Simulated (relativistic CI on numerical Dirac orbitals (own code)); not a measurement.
# Ag XXX (Ag²⁹⁺): levels and lines

Aim: the low levels of Ag²⁹⁺, their labels and the strongest lines; runs with one setting changed show what the result hangs on.

Program: relativistic CI on numerical Dirac orbitals (own code) version 4. Level of theory: Dirac-Coulomb-Breit CI, KLI orbitals optimised for each configuration, model QED (radiative potential, 1s self-energy scaled to tabulated hydrogen-like ionisation energies). These are calculated values, not measurements, unless marked.

## 1. Starting point

- ion: Ag²⁹⁺ (Ag XXX)
- nuclear charge: 47
- electrons: 18
- isotope: A = 107
- first configuration typed: [Ne] 3s2 3p6

Outer shells as boxes (Hund's rule):

first configuration typed
```
[Ne] core
3s [↑↓]
3p [↑↓][↑↓][↑↓]
```

## 2. CI with the chosen configurations

Settings of the run:

```ini
atom Ag  Z=47  charge=29  electrons=18
nucleus A=107  rms_radius_fm=4.5454
hamiltonian dirac-coulomb  breit=on  qed=on  c_scale=1
orbitals kli  potential=per-configuration
slater_scale 1
correlation none
mixing on
configurations
  [Ne] 3s2 3p6
  [Ne] 3s2 3p5 3d
  [Ne] 3s 3p6 3d
  [Ne] 3s2 3p5 4s
  [Ne] 3s2 3p5 4p
  [Ne] 3s2 3p5 4d
  [Ne] 3s 3p6 4s
  [Ne] 3p6 3d 4p
  [Ne] 3p6 3d2
  [Ne] 3p5 3d3
  [Ne] 3p5 3d2 4s
  [Ne] 3p5 3d2 4p
  [Ne] 3p5 3d2 4d
  [Ne] 3p6 3d 4s
  [Ne] 3p5 3d 4s2
  [Ne] 3p5 3d 4s 4p
  [Ne] 3p5 3d 4s 4d
end
```

On the command line:

```
$ python run_levels.py task.json out
```

One command runs all members of the session, one after another, from task.json.

## 3. One common potential

Settings: those of step 2 with these lines changed.

```diff
@@ -3,3 +3,3 @@
 hamiltonian dirac-coulomb  breit=on  qed=on  c_scale=1
-orbitals kli  potential=per-configuration
+orbitals kli  potential=mean
 slater_scale 1
```

## 4. Non-relativistic limit (c × 1000)

Settings: those of step 3 with these lines changed.

```diff
@@ -2,4 +2,4 @@
 nucleus A=107  rms_radius_fm=4.5454
-hamiltonian dirac-coulomb  breit=on  qed=on  c_scale=1
-orbitals kli  potential=mean
+hamiltonian dirac-coulomb  breit=off  qed=off  c_scale=1000
+orbitals kli  potential=per-configuration
 slater_scale 1
```

(Steps that only read results are left out.)

**Question.** What will these runs give? Wanted: lowest level; first excitation; lowest level of the other parity; fastest E1 line; ionisation energy.

As calculated:

| run | time | mean size of shift, levels followed (cm⁻¹) | lowest level | ionisation energy (eV) |
| --- | --- | --- | --- | --- |
| main run | 1.2 s | 0 | 3p6 1S0 | 1747.1 |
| one common potential | 0.88 s | 288 | 3p6 1S0 | - |
| non-relativistic limit (c × 1000) | 0.61 s | 158678 | 3p6 1S0 | - |

The semi-empirical ionisation energy (NIST) is 1747 eV.

```
                                                                         quantity                       value
                                                                     lowest level                     3p6 1S0
                                                                 first excitation      3p5 3d 3P°0, 129.54 eV
                                                 lowest level of the other parity      3p5 3d 3P°0, 129.54 eV
                                                              levels in the model                        1246
fastest E1 line (by rate) to the lowest level among the lowest 200 of 1246 levels  1.368 nm, from 3p5 4d 1P°1
                                                                ionisation energy                   1747.1 eV
                                         ionisation energy, semi-empirical (NIST)                     1747 eV
```

What this shows: 3p6 1S0 comes out lowest; its LS label holds 100 % and its jj label 100 %; over the low levels the means are 74 and 90 %, so jj coupling describes them better. The ionisation energy agrees with the semi-empirical value within its uncertainty of 5 eV. The largest mover is «non-relativistic limit (c × 1000)» (158678 cm⁻¹ on average). Lifetimes count radiative decay inside the model alone.
